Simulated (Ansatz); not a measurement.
# LaSc2F: the cost of one run

Method: DFT PBE, scalar-relativistic, plane waves, PAW, in Ansatz 0.2.0.

## Step 1: Starting point

The structure is tetragonal, space group I4/mmm (No. 139). The conventional cell has a = 4.239 Å, b = 4.239 Å, c = 8.972 Å, α = 90.00°, β = 90.00°, γ = 90.00°. Around La (site symmetry 4/mmm) lie 2 Sc at 2.36 Å. Sc (site symmetry 4mm) has 1 F at 2.13 Å and 1 La at 2.36 Å as nearest neighbours. Around F (site symmetry 4/mmm) lie 2 Sc at 2.13 Å.

As a file:

```
La Sc F
1.0
    -2.11929    2.11929    4.48575
     2.11929   -2.11929    4.48575
     2.11929    2.11929   -4.48575
La Sc F
1 2 1
Direct
  0.00000 0.00000 0.00000
  0.73691 0.73691 0.00000
  0.26309 0.26309 0.00000
  0.50000 0.50000 0.00000
```

Recipe of the guess: random cell by space group and Wyckoff sites (I4/mmm, No. 139). The dimensions are guesses.

## Step 2: A first look at the guess

File input.yaml:

```yaml
crystal:
  lattice:
    - [-2.11929402, 2.11929402, 4.48575088]
    - [2.11929402, -2.11929402, 4.48575088]
    - [2.11929402, 2.11929402, -4.48575088]
  atoms:
    - { symbol: La, position: [0.0, 0.0, 0.0] }
    - { symbol: Sc, position: [0.73690692, 0.73690692, 0.0] }
    - { symbol: Sc, position: [0.26309308, 0.26309308, 0.0] }
    - { symbol: F, position: [0.5, 0.5, 0.0] }
basis:
  ecutwfc: 420
kpoints:
  mp_grid: { grid: [6, 6, 6] }
hamiltonian:
  xc: pbe
scf:
  occupations: { method: gaussian, width: 0.1 }
  lower_state_search: "off"
output:
  forces: true
  stress: true
  eigenvalues: true
```

On the command line:

```
$ ansatz run input.yaml --threads 1 --pin off --max-ram 2560MiB --backend cpu --events-out ev --progress --plain --runs-dir out
```

What time and memory should one allow on 1 thread of Arm Neoverse V1, shared host?

About 4.8 s, with a peak of 0.4 GiB.
